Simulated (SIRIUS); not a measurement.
# NiMoIrPdW (P3m1) in SIRIUS: convergence with gk cutoff, part 2 of 4

SIRIUS 7.12.0. Earlier steps stand in the parts before.

### 3 With gk cutoff 2.7 1/bohr

Contents of sirius.json:

```json
{
  "control": {
    "processing_unit": "cpu",
    "std_evp_solver_name": "lapack",
    "gen_evp_solver_name": "lapack",
    "verbosity": 2,
    "print_forces": true,
    "ortho_rf": true,
    "use_second_variation": true,
    "rmt_max": 3.0,
    "num_bands_to_print": 24,
    "save_wf": true
  },
  "parameters": {
    "electronic_structure_method": "full_potential_lapwlo",
    "xc_functionals": ["XC_GGA_X_PBE_SOL", "XC_GGA_C_PBE_SOL"],
    "core_relativity": "dirac",
    "valence_relativity": "iora",
    "num_fv_states": 85,
    "smearing": "fermi_dirac",
    "smearing_width": 0.0018374661,
    "pw_cutoff": 20,
    "gk_cutoff": 2.7,
    "lmax_apw": 10,
    "lmax_rho": 8,
    "lmax_pot": 8,
    "num_mag_dims": 1,
    "auto_rmt": 0,
    "ngridk": [2, 2, 2],
    "shiftk": [0, 0, 0],
    "num_dft_iter": 80,
    "energy_tol": 1e-07,
    "density_tol": 1e-05,
    "use_symmetry": true
  },
  "settings": {"tol_ne": 1e-10},
  "iterative_solver": {"type": "exact"},
  "mixer": {"type": "anderson", "beta": 0.4, "max_history": 8},
  "unit_cell": {
    "lattice_vectors": [[7.836127321, 0.0, 0.0], [-3.9180636605, 6.7862899724, -0.0], [0.0, -0.0, 10.2353047115]],
    "atom_types": ["Ir", "Mo", "Ni", "Pd", "W"],
    "atom_files": {"Ir": "Ir.json", "Mo": "Mo.json", "Ni": "Ni.json", "Pd": "Pd.json", "W": "W.json"},
    "atoms": {
      "Ir": [[0.33333, 0.66667, 0.25641, 0.0, 0.0, 0.6]],
      "Mo": [[0.66667, 0.33333, 0.45996, 0.0, 0.0, 1.0]],
      "Ni": [[0.0, 0.0, 0.02221, 0.0, 0.0, 1.0]],
      "Pd": [[0.33333, 0.66667, 0.74601, 0.0, 0.0, 0.0]],
      "W": [[0.66667, 0.33333, 0.99985, 0.0, 0.0, 0.0]]
    }
  }
}
```

Contents of Ir.json:

```json
{
  "name": "iridium",
  "symbol": "Ir",
  "number": 77,
  "mass": 192.217,
  "rmin": 1e-06,
  "rmt": 2.34,
  "nrmt": 800,
  "rinf": 13.6,
  "core": "1s2s2p3s3p3d4s4p4d",
  "valence": [
    {"basis": [{"enu": 0.18, "dme": 0, "n": 0, "auto": 0}, {"enu": 0.18, "dme": 1, "n": 0, "auto": 0}]},
[... 30 lines left out ...]
    {"l": 3, "basis": [{"enu": 0.28, "dme": 0, "n": 0, "auto": 0}, {"enu": 0.28, "dme": 1, "n": 0, "auto": 0}]},
    {
      "l": 3,
      "basis": [{"enu": -1.7896, "dme": 0, "n": 4, "auto": 1}, {"enu": -1.7896, "dme": 1, "n": 4, "auto": 1}]
    },
    {
      "l": 3,
      "basis": [{"enu": -1.7896, "dme": 1, "n": 4, "auto": 1}, {"enu": 0.28, "dme": 0, "n": 0, "auto": 0}]
    },
    {"l": 3, "basis": [{"enu": 0.28, "dme": 0, "n": 0, "auto": 0}, {"enu": 4.517, "dme": 0, "n": 0, "auto": 0}]},
    {"l": 4, "basis": [{"enu": 0.28, "dme": 0, "n": 0, "auto": 0}, {"enu": 0.28, "dme": 1, "n": 0, "auto": 0}]},
    {"l": 4, "basis": [{"enu": 0.28, "dme": 0, "n": 0, "auto": 0}, {"enu": 3.7865, "dme": 0, "n": 0, "auto": 0}]}
  ],
  "free_atom": [... radial grid and density of the free atom, the start of the SCF ...]
}
```

Contents of Mo.json:

```json
{
  "name": "molybdenum",
  "symbol": "Mo",
  "number": 42,
[... 25 lines left out ...]
    {
      "l": 1,
      "basis": [{"enu": -0.9913, "dme": 0, "n": 4, "auto": 1}, {"enu": -0.9913, "dme": 1, "n": 4, "auto": 1}]
    },
    {
      "l": 1,
      "basis": [{"enu": -0.9913, "dme": 1, "n": 4, "auto": 1}, {"enu": 0.28, "dme": 0, "n": 0, "auto": 0}]
    },
    {"l": 1, "basis": [{"enu": 0.28, "dme": 0, "n": 0, "auto": 0}, {"enu": 3.9146, "dme": 0, "n": 0, "auto": 0}]},
    {"l": 2, "basis": [{"enu": 0.28, "dme": 0, "n": 0, "auto": 0}, {"enu": 0.28, "dme": 1, "n": 0, "auto": 0}]},
    {"l": 2, "basis": [{"enu": 0.28, "dme": 1, "n": 0, "auto": 0}, {"enu": 0.28, "dme": 2, "n": 0, "auto": 0}]},
    {"l": 2, "basis": [{"enu": 0.28, "dme": 0, "n": 0, "auto": 0}, {"enu": 3.3615, "dme": 0, "n": 0, "auto": 0}]},
    {"l": 3, "basis": [{"enu": 0.28, "dme": 0, "n": 0, "auto": 0}, {"enu": 0.28, "dme": 1, "n": 0, "auto": 0}]},
    {"l": 3, "basis": [{"enu": 0.28, "dme": 0, "n": 0, "auto": 0}, {"enu": 3.717, "dme": 0, "n": 0, "auto": 0}]}
  ],
  "free_atom": [... radial grid and density of the free atom, the start of the SCF ...]
}
```

Contents of Ni.json:

```json
{
  "name": "nickel",
  "symbol": "Ni",
  "number": 28,
  "mass": 58.6934,
  "rmin": 1e-06,
  "rmt": 2.12,
  "nrmt": 800,
  "rinf": 14.89,
  "core": "1s2s2p",
  "valence": [
[... 23 lines left out ...]
      "l": 1,
      "basis": [{"enu": -2.1209, "dme": 1, "n": 3, "auto": 1}, {"enu": 0.28, "dme": 0, "n": 0, "auto": 0}]
    },
    {"l": 1, "basis": [{"enu": 0.28, "dme": 0, "n": 0, "auto": 0}, {"enu": 4.374, "dme": 0, "n": 0, "auto": 0}]},
    {
      "l": 2,
      "basis": [{"enu": 0.2691, "dme": 0, "n": 0, "auto": 0}, {"enu": 0.2691, "dme": 1, "n": 0, "auto": 0}]
    },
    {
      "l": 2,
      "basis": [{"enu": 0.2691, "dme": 1, "n": 0, "auto": 0}, {"enu": 0.2691, "dme": 2, "n": 0, "auto": 0}]
    },
    {"l": 2, "basis": [{"enu": 0.2691, "dme": 0, "n": 0, "auto": 0}, {"enu": 3.74, "dme": 0, "n": 0, "auto": 0}]},
    {"l": 3, "basis": [{"enu": 0.28, "dme": 0, "n": 0, "auto": 0}, {"enu": 0.28, "dme": 1, "n": 0, "auto": 0}]},
    {"l": 3, "basis": [{"enu": 0.28, "dme": 0, "n": 0, "auto": 0}, {"enu": 4.1515, "dme": 0, "n": 0, "auto": 0}]}
  ],
  "free_atom": [... radial grid and density of the free atom, the start of the SCF ...]
}
```

Contents of Pd.json:

```json
{
  "name": "palladium",
  "symbol": "Pd",
  "number": 46,
[... 19 lines left out ...]
    {
      "l": 1,
      "basis": [{"enu": -1.4449, "dme": 0, "n": 4, "auto": 1}, {"enu": -1.4449, "dme": 1, "n": 4, "auto": 1}]
    },
    {
      "l": 1,
      "basis": [{"enu": -1.4449, "dme": 1, "n": 4, "auto": 1}, {"enu": 0.28, "dme": 0, "n": 0, "auto": 0}]
    },
    {"l": 1, "basis": [{"enu": 0.28, "dme": 0, "n": 0, "auto": 0}, {"enu": 3.9146, "dme": 0, "n": 0, "auto": 0}]},
    {"l": 2, "basis": [{"enu": 0.28, "dme": 0, "n": 0, "auto": 0}, {"enu": 0.28, "dme": 1, "n": 0, "auto": 0}]},
    {"l": 2, "basis": [{"enu": 0.28, "dme": 1, "n": 0, "auto": 0}, {"enu": 0.28, "dme": 2, "n": 0, "auto": 0}]},
    {"l": 2, "basis": [{"enu": 0.28, "dme": 0, "n": 0, "auto": 0}, {"enu": 3.3615, "dme": 0, "n": 0, "auto": 0}]},
    {"l": 3, "basis": [{"enu": 0.28, "dme": 0, "n": 0, "auto": 0}, {"enu": 0.28, "dme": 1, "n": 0, "auto": 0}]},
    {"l": 3, "basis": [{"enu": 0.28, "dme": 0, "n": 0, "auto": 0}, {"enu": 3.717, "dme": 0, "n": 0, "auto": 0}]}
  ],
  "free_atom": [... radial grid and density of the free atom, the start of the SCF ...]
}
```

Contents of W.json:

```json
{
  "name": "tungsten",
  "symbol": "W",
  "number": 74,
  "mass": 183.84,
  "rmin": 1e-06,
  "rmt": 2.34,
  "nrmt": 800,
  "rinf": 14.93,
  "core": "1s2s2p3s3p3d4s4p4d",
  "valence": [
    {"basis": [{"enu": 0.18, "dme": 0, "n": 0, "auto": 0}, {"enu": 0.18, "dme": 1, "n": 0, "auto": 0}]},
[... 30 lines left out ...]
    {"l": 3, "basis": [{"enu": 0.28, "dme": 0, "n": 0, "auto": 0}, {"enu": 0.28, "dme": 1, "n": 0, "auto": 0}]},
    {
      "l": 3,
      "basis": [{"enu": -0.7862, "dme": 0, "n": 4, "auto": 1}, {"enu": -0.7862, "dme": 1, "n": 4, "auto": 1}]
    },
    {
      "l": 3,
      "basis": [{"enu": -0.7862, "dme": 1, "n": 4, "auto": 1}, {"enu": 0.28, "dme": 0, "n": 0, "auto": 0}]
    },
    {"l": 3, "basis": [{"enu": 0.28, "dme": 0, "n": 0, "auto": 0}, {"enu": 4.517, "dme": 0, "n": 0, "auto": 0}]},
    {"l": 4, "basis": [{"enu": 0.28, "dme": 0, "n": 0, "auto": 0}, {"enu": 0.28, "dme": 1, "n": 0, "auto": 0}]},
    {"l": 4, "basis": [{"enu": 0.28, "dme": 0, "n": 0, "auto": 0}, {"enu": 3.7865, "dme": 0, "n": 0, "auto": 0}]}
  ],
  "free_atom": [... radial grid and density of the free atom, the start of the SCF ...]
}
```

Contents of sirius_start.json:

```json
{
  "control": {
    "processing_unit": "cpu",
    "std_evp_solver_name": "lapack",
    "gen_evp_solver_name": "lapack",
    "verbosity": 1,
    "print_forces": false,
    "ortho_rf": true,
    "use_second_variation": true,
    "rmt_max": 3.0,
    "num_bands_to_print": 24,
    "save_wf": false
  },
  "parameters": {
    "electronic_structure_method": "full_potential_lapwlo",
    "xc_functionals": ["XC_LDA_X", "XC_LDA_C_PW"],
    "core_relativity": "dirac",
    "valence_relativity": "iora",
    "num_fv_states": 85,
    "smearing": "fermi_dirac",
    "smearing_width": 0.0055123983,
    "pw_cutoff": 20,
    "gk_cutoff": 2.16,
    "lmax_apw": 10,
    "lmax_rho": 8,
    "lmax_pot": 8,
    "num_mag_dims": 1,
    "auto_rmt": 0,
    "ngridk": [1, 1, 1],
    "shiftk": [0, 0, 0],
    "num_dft_iter": 30,
    "energy_tol": 0.01,
    "density_tol": 0.05,
    "use_symmetry": true
  },
  "settings": {"tol_ne": 1e-10},
  "iterative_solver": {"type": "exact"},
  "mixer": {"type": "anderson", "beta": 0.4, "max_history": 8},
  "unit_cell": {
    "lattice_vectors": [[7.836127321, 0.0, 0.0], [-3.9180636605, 6.7862899724, -0.0], [0.0, -0.0, 10.2353047115]],
    "atom_types": ["Ir", "Mo", "Ni", "Pd", "W"],
    "atom_files": {"Ir": "Ir.json", "Mo": "Mo.json", "Ni": "Ni.json", "Pd": "Pd.json", "W": "W.json"},
    "atoms": {
      "Ir": [[0.33333, 0.66667, 0.25641, 0.0, 0.0, 0.6]],
      "Mo": [[0.66667, 0.33333, 0.45996, 0.0, 0.0, 1.0]],
      "Ni": [[0.0, 0.0, 0.02221, 0.0, 0.0, 1.0]],
      "Pd": [[0.33333, 0.66667, 0.74601, 0.0, 0.0, 0.0]],
      "W": [[0.66667, 0.33333, 0.99985, 0.0, 0.0, 0.0]]
    }
  }
}
```

Potentials or basis: all-electron FP-LAPW, apw+lo standard.

Command:

```bash
$ OMP_NUM_THREADS=2 sirius.scf --input=sirius_start.json --output=start.json
$ OMP_NUM_THREADS=2 sirius.scf --input=sirius.json --output=output.json --task=1
```

Run time: 10 min. Hardware: 2 threads of Intel Xeon Platinum 8259CL at 2.50GHz (Skylake/Cascade Lake), shared host; peak memory 1.1 GiB.

Results:

```yaml
Free_energy: -1214329.0175 eV
Largest_force: 1.759 eV/Å
Band_gap_on_the_k_mesh: none (metal or under the smearing width)
Net_moment: 0.00 μB per cell
All_electrons_inside_the_program's_atomic_spheres: Ni 26.70; Mo 39.32; Pd 44.06; Ir 74.82; W 71.42 (radii Ir 2.34, Mo 2.25, Ni 2.12, Pd 2.25, W 2.34 bohr)
```

### 4 With gk cutoff 3.11 1/bohr

sirius.json: that of step 3 with these lines changed.

```diff
@@ -22,3 +22,3 @@
     "pw_cutoff": 20,
-    "gk_cutoff": 2.7,
+    "gk_cutoff": 3.11,
     "lmax_apw": 10,
```

Contents of Ir.json:

```json
{
  "name": "iridium",
  "symbol": "Ir",
  "number": 77,
  "mass": 192.217,
  "rmin": 1e-06,
  "rmt": 2.34,
  "nrmt": 800,
  "rinf": 13.6,
  "core": "1s2s2p3s3p3d4s4p4d",
  "valence": [
    {"basis": [{"enu": 0.19, "dme": 0, "n": 0, "auto": 0}, {"enu": 0.19, "dme": 1, "n": 0, "auto": 0}]},
[... 30 lines left out ...]
    {"l": 3, "basis": [{"enu": 0.29, "dme": 0, "n": 0, "auto": 0}, {"enu": 0.29, "dme": 1, "n": 0, "auto": 0}]},
    {
      "l": 3,
      "basis": [{"enu": -1.7796, "dme": 0, "n": 4, "auto": 1}, {"enu": -1.7796, "dme": 1, "n": 4, "auto": 1}]
    },
    {
      "l": 3,
      "basis": [{"enu": -1.7796, "dme": 1, "n": 4, "auto": 1}, {"enu": 0.29, "dme": 0, "n": 0, "auto": 0}]
    },
    {"l": 3, "basis": [{"enu": 0.29, "dme": 0, "n": 0, "auto": 0}, {"enu": 4.527, "dme": 0, "n": 0, "auto": 0}]},
    {"l": 4, "basis": [{"enu": 0.29, "dme": 0, "n": 0, "auto": 0}, {"enu": 0.29, "dme": 1, "n": 0, "auto": 0}]},
    {"l": 4, "basis": [{"enu": 0.29, "dme": 0, "n": 0, "auto": 0}, {"enu": 3.7965, "dme": 0, "n": 0, "auto": 0}]}
  ],
  "free_atom": [... radial grid and density of the free atom, the start of the SCF ...]
}
```

Contents of Mo.json:

```json
{
  "name": "molybdenum",
  "symbol": "Mo",
  "number": 42,
[... 25 lines left out ...]
    {
      "l": 1,
      "basis": [{"enu": -0.9813, "dme": 0, "n": 4, "auto": 1}, {"enu": -0.9813, "dme": 1, "n": 4, "auto": 1}]
    },
    {
      "l": 1,
      "basis": [{"enu": -0.9813, "dme": 1, "n": 4, "auto": 1}, {"enu": 0.29, "dme": 0, "n": 0, "auto": 0}]
    },
    {"l": 1, "basis": [{"enu": 0.29, "dme": 0, "n": 0, "auto": 0}, {"enu": 3.9246, "dme": 0, "n": 0, "auto": 0}]},
    {"l": 2, "basis": [{"enu": 0.29, "dme": 0, "n": 0, "auto": 0}, {"enu": 0.29, "dme": 1, "n": 0, "auto": 0}]},
    {"l": 2, "basis": [{"enu": 0.29, "dme": 1, "n": 0, "auto": 0}, {"enu": 0.29, "dme": 2, "n": 0, "auto": 0}]},
    {"l": 2, "basis": [{"enu": 0.29, "dme": 0, "n": 0, "auto": 0}, {"enu": 3.3715, "dme": 0, "n": 0, "auto": 0}]},
    {"l": 3, "basis": [{"enu": 0.29, "dme": 0, "n": 0, "auto": 0}, {"enu": 0.29, "dme": 1, "n": 0, "auto": 0}]},
    {"l": 3, "basis": [{"enu": 0.29, "dme": 0, "n": 0, "auto": 0}, {"enu": 3.727, "dme": 0, "n": 0, "auto": 0}]}
  ],
  "free_atom": [... radial grid and density of the free atom, the start of the SCF ...]
}
```

Contents of Ni.json:

```json
{
  "name": "nickel",
  "symbol": "Ni",
  "number": 28,
  "mass": 58.6934,
  "rmin": 1e-06,
  "rmt": 2.12,
  "nrmt": 800,
  "rinf": 14.89,
  "core": "1s2s2p",
  "valence": [
[... 23 lines left out ...]
      "l": 1,
      "basis": [{"enu": -2.1109, "dme": 1, "n": 3, "auto": 1}, {"enu": 0.29, "dme": 0, "n": 0, "auto": 0}]
    },
    {"l": 1, "basis": [{"enu": 0.29, "dme": 0, "n": 0, "auto": 0}, {"enu": 4.384, "dme": 0, "n": 0, "auto": 0}]},
    {
      "l": 2,
      "basis": [{"enu": 0.2791, "dme": 0, "n": 0, "auto": 0}, {"enu": 0.2791, "dme": 1, "n": 0, "auto": 0}]
    },
    {
      "l": 2,
      "basis": [{"enu": 0.2791, "dme": 1, "n": 0, "auto": 0}, {"enu": 0.2791, "dme": 2, "n": 0, "auto": 0}]
    },
    {"l": 2, "basis": [{"enu": 0.2791, "dme": 0, "n": 0, "auto": 0}, {"enu": 3.75, "dme": 0, "n": 0, "auto": 0}]},
    {"l": 3, "basis": [{"enu": 0.29, "dme": 0, "n": 0, "auto": 0}, {"enu": 0.29, "dme": 1, "n": 0, "auto": 0}]},
    {"l": 3, "basis": [{"enu": 0.29, "dme": 0, "n": 0, "auto": 0}, {"enu": 4.1615, "dme": 0, "n": 0, "auto": 0}]}
  ],
  "free_atom": [... radial grid and density of the free atom, the start of the SCF ...]
}
```

Contents of Pd.json:

```json
{
  "name": "palladium",
  "symbol": "Pd",
  "number": 46,
[... 19 lines left out ...]
    {
      "l": 1,
      "basis": [{"enu": -1.4349, "dme": 0, "n": 4, "auto": 1}, {"enu": -1.4349, "dme": 1, "n": 4, "auto": 1}]
    },
    {
      "l": 1,
      "basis": [{"enu": -1.4349, "dme": 1, "n": 4, "auto": 1}, {"enu": 0.29, "dme": 0, "n": 0, "auto": 0}]
    },
    {"l": 1, "basis": [{"enu": 0.29, "dme": 0, "n": 0, "auto": 0}, {"enu": 3.9246, "dme": 0, "n": 0, "auto": 0}]},
    {"l": 2, "basis": [{"enu": 0.29, "dme": 0, "n": 0, "auto": 0}, {"enu": 0.29, "dme": 1, "n": 0, "auto": 0}]},
    {"l": 2, "basis": [{"enu": 0.29, "dme": 1, "n": 0, "auto": 0}, {"enu": 0.29, "dme": 2, "n": 0, "auto": 0}]},
    {"l": 2, "basis": [{"enu": 0.29, "dme": 0, "n": 0, "auto": 0}, {"enu": 3.3715, "dme": 0, "n": 0, "auto": 0}]},
    {"l": 3, "basis": [{"enu": 0.29, "dme": 0, "n": 0, "auto": 0}, {"enu": 0.29, "dme": 1, "n": 0, "auto": 0}]},
    {"l": 3, "basis": [{"enu": 0.29, "dme": 0, "n": 0, "auto": 0}, {"enu": 3.727, "dme": 0, "n": 0, "auto": 0}]}
  ],
  "free_atom": [... radial grid and density of the free atom, the start of the SCF ...]
}
```

Contents of W.json:

```json
{
  "name": "tungsten",
  "symbol": "W",
  "number": 74,
  "mass": 183.84,
  "rmin": 1e-06,
  "rmt": 2.34,
  "nrmt": 800,
  "rinf": 14.93,
  "core": "1s2s2p3s3p3d4s4p4d",
  "valence": [
    {"basis": [{"enu": 0.19, "dme": 0, "n": 0, "auto": 0}, {"enu": 0.19, "dme": 1, "n": 0, "auto": 0}]},
[... 30 lines left out ...]
    {"l": 3, "basis": [{"enu": 0.29, "dme": 0, "n": 0, "auto": 0}, {"enu": 0.29, "dme": 1, "n": 0, "auto": 0}]},
    {
      "l": 3,
      "basis": [{"enu": -0.7762, "dme": 0, "n": 4, "auto": 1}, {"enu": -0.7762, "dme": 1, "n": 4, "auto": 1}]
    },
    {
      "l": 3,
      "basis": [{"enu": -0.7762, "dme": 1, "n": 4, "auto": 1}, {"enu": 0.29, "dme": 0, "n": 0, "auto": 0}]
    },
    {"l": 3, "basis": [{"enu": 0.29, "dme": 0, "n": 0, "auto": 0}, {"enu": 4.527, "dme": 0, "n": 0, "auto": 0}]},
    {"l": 4, "basis": [{"enu": 0.29, "dme": 0, "n": 0, "auto": 0}, {"enu": 0.29, "dme": 1, "n": 0, "auto": 0}]},
    {"l": 4, "basis": [{"enu": 0.29, "dme": 0, "n": 0, "auto": 0}, {"enu": 3.7965, "dme": 0, "n": 0, "auto": 0}]}
  ],
  "free_atom": [... radial grid and density of the free atom, the start of the SCF ...]
}
```

sirius_start.json: that of step 3 with these lines changed.

```diff
@@ -22,3 +22,3 @@
     "pw_cutoff": 20,
-    "gk_cutoff": 2.16,
+    "gk_cutoff": 2.49,
     "lmax_apw": 10,
```

Command:

```bash
$ OMP_NUM_THREADS=2 sirius.scf --input=sirius_start.json --output=start.json
$ OMP_NUM_THREADS=2 sirius.scf --input=sirius.json --output=output.json --task=1
```

Wall time 10 min (2 threads of Intel Xeon Platinum 8259CL at 2.50GHz (Skylake/Cascade Lake), shared host); peak memory 1.1 GiB.

What came out:

* Free energy: -1214335.0412 eV
* Largest force: 1.757 eV/Å
* Band gap on the k mesh: none (metal or under the smearing width)
* Net moment: 0.00 μB per cell
* All electrons inside the program's atomic spheres: Ni 26.74; Mo 39.38; Pd 44.12; Ir 74.87; W 71.47 (radii Ir 2.34, Mo 2.25, Ni 2.12, Pd 2.25, W 2.34 bohr)

(Part 2 of 4 ends here.)
